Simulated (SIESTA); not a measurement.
CoNiSb in SIESTA: the effect of starting spin order

The system is CoNiSb.

```
Sb Ni Co
1.0
     4.24327    0.00000    0.00000
    -2.12164    3.67478    0.00000
     0.00000    0.00000    5.38024
Sb Ni Co
2 2 2
Direct
  0.33333 0.66667 0.25000
  0.66667 0.33333 0.75000
  0.33333 0.66667 0.75000
  0.66667 0.33333 0.25000
  0.00000 0.00000 0.00000
  0.00000 0.00000 0.50000
```

The cell comes from a database or a generator and needn't be the stable form of this composition.

Alike in all runs:

* Program: SIESTA 5.4.2
* Task: single point
* Functional: PBEsol
* Potentials or basis: PseudoDojo 0.4 standard (PBEsol files)
* Basis: DZP (energy shift 0.003 Ry; two zetas on semicore shells)
* Grid cutoff: 800 Ry
* Energy shift: 0.003 Ry
* k mesh: 7 × 7 × 5
* Occupations: fermi-dirac, width 0.05 eV

| starting spin order | spin | starting moments | energy over the lowest run (meV/atom) | pressure (GPa) | final net moment (μB) | final largest site moment (μB) |
| --- | --- | --- | --- | --- | --- | --- |
| nm | collinear spin, zero start | [0.0, 0.0, 0.0, 0.0, 0.0, 0.0] μB | ? | ? | ? | ? |
| fm | collinear spin, ferromagnetic start | [0.0, 0.0, 1.0, 1.0, 2.0, 2.0] μB | 0.0 | -4.4 | 1.83 | 0.94 |
| fm_larger | collinear spin, fm_larger start | [0.0, 0.0, 2.5, 2.5, 3.5, 3.5] μB | 0.0 | -4.4 | 1.83 | 0.94 |

Question: What does the run with starting spin order nm give?

Answer: Energy over the lowest run 5.5 meV/atom; pressure -6.1 GPa; final net moment 0.00 μB; final largest site moment 0.00 μB.

Caveats: short orbitals over semicore shells can move pressures by several GPa; the basis of atomic orbitals isn't converged, which shifts pressures, moduli and gaps.
